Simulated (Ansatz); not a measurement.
# GeH4O: the cost of one run

Method: UKS PBE-D4/def2-mTZVP, in Ansatz 0.2.0.

## 1. The starting structure

Bond lengths: Ge1–O2 2.176 Å, Ge1–H4 1.622 Å, O2–H6 0.958 Å. Angles: Ge1–O2–H6 116.6°, O2–Ge1–H4 86.2°.

As a file:

```xyz
6

Ge    0.3497    0.6945   -1.0240
O    -0.7409   -0.8444    0.0608
H     0.2262   -0.3103    0.6937
H    -0.5619    1.7617   -0.2117
H     1.2188    0.4511    0.5971
H    -0.4920   -1.7527   -0.1159
```

## 2. A restrained relaxation towards end A

Springs on the bonds that form and break draw the guess towards this end; the thresholds are loose.

Contents of input.yaml:

```yaml
crystal:
  periodic: [false, false, false]
  atoms:
    - { symbol: Ge, position_ang: [0.3497, 0.6945, -1.024] }
    - { symbol: O, position_ang: [-0.7409, -0.8444, 0.0608] }
    - { symbol: H, position_ang: [0.2262, -0.3103, 0.6937] }
    - { symbol: H, position_ang: [-0.5619, 1.7617, -0.2117] }
    - { symbol: H, position_ang: [1.2188, 0.4511, 0.5971] }
    - { symbol: H, position_ang: [-0.492, -1.7527, -0.1159] }
magnetization:
  spin_polarized: true
basis:
  gaussian: { orbitals: def2-mTZVP }
hamiltonian:
  xc: pbe
  dispersion: d4
relax:
  f_tol: 0.15
  max_steps: 25
  restrain:
    - { distance: [2, 1], at: 2.27, k: 30.0 }
    - { distance: [0, 1], at: 1.86, k: 30.0 }
    - { distance: [0, 2], at: 1.51, k: 30.0 }
```

Run with:

```
$ ansatz run input.yaml --threads 2 --pin off --max-ram 3072MiB --backend cpu --events-out ev --progress --plain --runs-dir out
```

What time and memory should one allow on 2 threads of Arm Neoverse V2, shared host?

About 12 s, with a peak of 0.13 GiB.
